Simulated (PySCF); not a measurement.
**GeH2Cl− (SMILES [Cl][GeH2-]): B2PLYP/STO-3G**

Aim: the vertical singlet–triplet gap of GeH2Cl− at B2PLYP/STO-3G, from 2 runs. The job is set up through a Python script.

The results are computed with PySCF 2.14.0.

12 further runs of the same task are left out: 12 set aside as unsound or not needed.

## Step 1: The system as given

The species is GeH2Cl− (4 atoms), meant as a singlet with charge -1. SMILES: `[Cl][GeH2-]`. Geometry: a GFN2-xTB relaxation, a rough one for these elements and not checked as a minimum.

Bond lengths: Cl1–Ge2 2.321 Å, Ge2–H3 1.756 Å, Ge2–H4 1.757 Å. Angles: Cl1–Ge2–H3 93.9°, Cl1–Ge2–H4 93.5°, H3–Ge2–H4 86.7°.

## Step 2: A single-point energy at B2PLYP/STO-3G

job.py reads:

```python
# [Cl][GeH2-]
from pyscf import gto, dft, mp

mol = gto.M(
    atom=[
    ('Cl', (-1.566020, 0.389730, 1.014420)),
    ('Ge', (0.036260, -0.806600, -0.163840)),
    ('H', (0.151880, 0.384060, -1.448900)),
    ('H', (1.377880, 0.032810, 0.598330)),
],
    verbose=3,
    charge=-1,
    spin=0,
    max_memory=1860,
    basis='sto-3g',
)

mf = dft.RKS(mol)
mf.xc = '0.53*HF + 0.47*B88, 0.73*LYP'
mf.grids.level = 5
mf.conv_tol = 1e-10
mf.kernel()
if not mf.converged:
    mf = mf.newton().run(mf.mo_coeff, mf.mo_occ)

pt = mp.MP2(mf, frozen=14).run()
e_tot = mf.e_tot + 0.27 * pt.e_corr
print('PT2 part  %.8f' % (0.27 * pt.e_corr))
print('Final energy', e_tot)
```

On the command line:

```
OMP_NUM_THREADS=1 python job.py
```

The log of the run:

```text
converged SCF energy = -2508.81555992327
E(RMP2) = -2508.87167577883  E_corr = -0.0561158555603543
E(SCS-RMP2) = -2508.88146091337  E_corr = -0.0659009901092449
PT2 part  -0.01515128
Final energy -2508.8307112042667
```

It took 3.3 s on 1 thread of Intel Xeon Platinum 8488C (Sapphire Rapids), shared host; peak memory 0.24 GiB.

## Step 3: The triplet

job.py reads:

```python
from pyscf import gto, dft, mp

molecule = gto.M(
    atom='''
Cl    -1.566020     0.389730     1.014420
Ge     0.036260    -0.806600    -0.163840
H      0.151880     0.384060    -1.448900
H      1.377880     0.032810     0.598330
''',
    spin=2,
    basis='sto-3g',
    max_memory=1860,
    verbose=4,
    charge=-1,
)

calc0 = dft.UKS(molecule)
calc0.xc = '0.53*HF + 0.47*B88, 0.73*LYP'
calc0.conv_tol = 1e-10
calc0.grids.level = 5
calc0.kernel()
if not calc0.converged:
    calc0 = calc0.newton().run(calc0.mo_coeff, calc0.mo_occ)

pt = mp.MP2(calc0, frozen=14).run()
e_tot = calc0.e_tot + 0.27 * pt.e_corr
print('PT2 part  %.8f' % (0.27 * pt.e_corr))
print(f'total energy: {e_tot:.8f} hartree')
```

On the command line:

```
OMP_NUM_THREADS=1 python job.py
```

The log of the run:

```text
PySCF version 2.14.0

[INPUT] num. atoms = 4
[INPUT] num. electrons = 52
[INPUT] charge = -1
[INPUT] spin (= nelec alpha-beta = 2S) = 2
[INPUT] symmetry False subgroup None
[INPUT] Mole.unit = angstrom
[INPUT] Symbol           X                Y                Z      unit          X                Y                Z       unit  Magmom
[INPUT]  1 Cl    -1.566020000000   0.389730000000   1.014420000000 AA   -2.959348905591   0.736482962527   1.916975975281 Bohr   0.0
[INPUT]  2 Ge     0.036260000000  -0.806600000000  -0.163840000000 AA    0.068521469277  -1.524253092074  -0.309612728249 Bohr   0.0
[INPUT]  3 H      0.151880000000   0.384060000000  -1.448900000000 AA    0.287011603799   0.725768215400  -2.738024181882 Bohr   0.0
[INPUT]  4 H      1.377880000000   0.032810000000   0.598330000000 AA    2.603815832516   0.062001914147   1.130679832111 Bohr   0.0

nuclear repulsion = 149.536647509415
number of shells = 15
number of NR pGTOs = 87
number of NR cGTOs = 29
basis = sto-3g
ecp = {}

******** <class 'pyscf.dft.uks.UKS'> ********
method = UKS
initial guess = minao
damping factor = 0
level_shift factor = 0
DIIS = <class 'pyscf.scf.diis.CDIIS'>
diis_start_cycle = 1
diis_space = 8
diis_damp = 0
SCF conv_tol = 1e-10
SCF conv_tol_grad = None
SCF max_cycles = 50
direct_scf = True
direct_scf_tol = 1e-13
number electrons alpha = 27  beta = 25
XC library pyscf.dft.libxc version 7.0.0
    S. Lehtola, C. Steigemann, M. J.T. Oliveira, and M. A.L. Marques.,  SoftwareX 7, 1–5 (2018)
XC functionals = 0.53*HF + 0.47*B88, 0.73*LYP
    A. D. Becke.,  Phys. Rev. A 38, 3098 (1988)
    C. Lee, W. Yang, and R. G. Parr.,  Phys. Rev. B 37, 785 (1988)
    B. Miehlich, A. Savin, H. Stoll, and H. Preuss.,  Chem. Phys. Lett. 157, 200 (1989)
radial grids:
    Treutler-Ahlrichs [JCP 102, 346 (1995); DOI:10.1063/1.469408] (M4) radial grids

[... 12 lines left out ...]
[... the frontier-level lines of each cycle are left out ...]
[... 5 lines left out ...]
[... 5 lines left out ...]
[... 5 lines left out ...]
[... 5 lines left out ...]
[... 5 lines left out ...]
[... 5 lines left out ...]
[... 5 lines left out ...]
[... 5 lines left out ...]
[... 5 lines left out ...]
[... 5 lines left out ...]
[... 5 lines left out ...]
[... 5 lines left out ...]
[... 5 lines left out ...]

cycle= 14 E= -2508.61267869232  delta_E= -2.77e-08  |g|= 2.29e-05  |ddm|= 0.000803


cycle= 15 E= -2508.61267871553  delta_E= -2.32e-08  |g|= 9.32e-06  |ddm|= 0.00134


cycle= 16 E= -2508.61267871731  delta_E= -1.78e-09  |g|= 6.71e-06  |ddm|= 0.000265


cycle= 17 E= -2508.61267871809  delta_E= -7.73e-10  |g|= 4.89e-06  |ddm|= 0.000138


cycle= 18 E= -2508.61267871879  delta_E= -7e-10  |g|= 2.42e-06  |ddm|= 0.000186


cycle= 19 E= -2508.61267871891  delta_E= -1.24e-10  |g|= 1.55e-06  |ddm|= 6.83e-05


cycle= 20 E= -2508.61267871895  delta_E= -4.27e-11  |g|= 9.29e-07  |ddm|= 4.33e-05


Extra cycle  E= -2508.61267871896  delta_E= -1e-11  |g|= 7.54e-07  |ddm|= 6.3e-06
converged SCF energy = -2508.61267871896  <S^2> = 2.0014396  2S+1 = 3.0009596

******** <class 'pyscf.mp.ump2.UMP2'> ********
nocc = (np.int64(13), np.int64(11)), nmo = (15, 15)
frozen orbitals 14
E(UMP2) = -2508.66014660083  E_corr = -0.0474678818643378
E(SCS-UMP2) = -2508.66597945748  E_corr = -0.0533007385180492
E_corr(same-spin) = -0.00422390736825703
E_corr(oppo-spin) = -0.0432439744960807
PT2 part  -0.01281633
total energy: -2508.62549505 hartree
```

Wall time 11 s (1 thread of Intel Xeon Platinum 8488C (Sapphire Rapids), shared host); peak memory 0.25 GiB.

## Step 4: Results

At B2PLYP/STO-3G, 14 core orbitals frozen:

| quantity | value |
| --- | --- |
| singlet: total energy | -2508.83071 Eh |
| singlet: HOMO energy (SCF part's orbitals) | 2.29 eV |
| singlet: LUMO energy (SCF part's orbitals) | 12.68 eV |
| singlet: HOMO–LUMO gap (to an unbound level, set by the basis) | 10.40 eV |
| triplet: total energy | -2508.62550 Eh |
| triplet: HOMO energy (SCF part's orbitals) (highest over α and β) | 7.83 eV |
| triplet: ⟨S²⟩ | 2.001 |
| vertical energy of the triplet above the singlet | 5.584 eV |

What this shows: At this shape the triplet lies 5.58 eV (129 kcal/mol) above the singlet. For an anion a state so high probably lies above electron detachment. In a minimal basis such a difference can be off by several eV, whatever the method. The HOMO (singlet) lies at positive energy, 2.29 eV; only total energies tell whether the electron is bound. Mulliken charges (triplet) run from -0.61 on Cl1 to +0.03 on Ge2. The HOMO (triplet) lies at positive energy, 7.83 eV; only total energies tell whether the electron is bound.
